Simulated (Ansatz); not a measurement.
I need a ladder of basis sets of BrFIn, SMILES [F][In][Br]. Use Ansatz's Python interface. Level of theory (for the species named): PBE0, def2-SVP basis, multiplicity 2. The script varies basis: def2-SVP, def2-SVPD, def2-TZVP, def2-TZVPP.

The script reads `brfin.xyz`:
```text
3

F    -0.11560    1.85230    0.12940
In   -0.80410    0.12600   -0.42350
Br    0.90880   -2.04310    0.28090
```

The script, `brfin.py`:
```python
"""Basis-set convergence for BrFIn."""

import ansatz as az

config = {
    "xc": "PBE0",
}

molecule = az.Crystal.molecule_from_extxyz("brfin.xyz")

calculation = (
    molecule.calculation()
    .functional(config["xc"])
    .spin("collinear", total=1)
)

energies = {}
for basis in ["def2-SVP", "def2-SVPD", "def2-TZVP", "def2-TZVPP"]:
    rep = calculation.basis(gaussian=basis).run().report
    size = rep["n_frozen"] + rep["n_occupied"][0] + rep["n_virtual"][0]
    energies[basis] = (rep["reference_energy_ev"] / 27.211386246, rep["free_energy_ev"] / 27.211386246)
    print(f"{basis:14s} {size:4d} orbitals  reference {energies[basis][0]:14.6f} Ha  total {energies[basis][1]:14.6f} Ha")

last = energies["def2-TZVPP"][1]
for basis, (_, total) in energies.items():
    print(f"{basis:14s} lies {27.211386 * (total - last):9.4f} eV above def2-TZVPP")
```

Running `python brfin.py` prints:
```text
def2-SVP         72 orbitals  reference   -2863.394660 Ha  total   -2863.394660 Ha
def2-SVPD        96 orbitals  reference   -2863.412842 Ha  total   -2863.412842 Ha
def2-TZVP       129 orbitals  reference   -2863.843505 Ha  total   -2863.843505 Ha
def2-TZVPP      129 orbitals  reference   -2863.843505 Ha  total   -2863.843505 Ha
def2-SVP       lies   12.2137 eV above def2-TZVPP
def2-SVPD      lies   11.7189 eV above def2-TZVPP
def2-TZVP      lies    0.0000 eV above def2-TZVPP
def2-TZVPP     lies    0.0000 eV above def2-TZVPP
```

Against def2-SVP: def2-SVPD -18.2 mHa, def2-TZVP -448.8 mHa and def2-TZVPP -448.8 mHa. The last step alone is +0.00 mHa (these two sets differ little on atoms other than hydrogen). From the first set to the last the time grows from 4.7 to 9.5 s.

Caveats:
- The drop along the ladder measures the basis error, and is no property of the molecule.
- The geometry is a force-field or estimated start, not a minimum of this method, and the last set is no limit. Much of the fall in a total is atomic energy, which cancels in bond and reaction energies.
- def2 sets replace the cores of elements past krypton by effective core potentials.
- The species is open-shell (spin multiplicity 2).
- Finished in 32 s on 1 thread of Arm Neoverse V1 (shared host), peak memory 0.42 GiB.
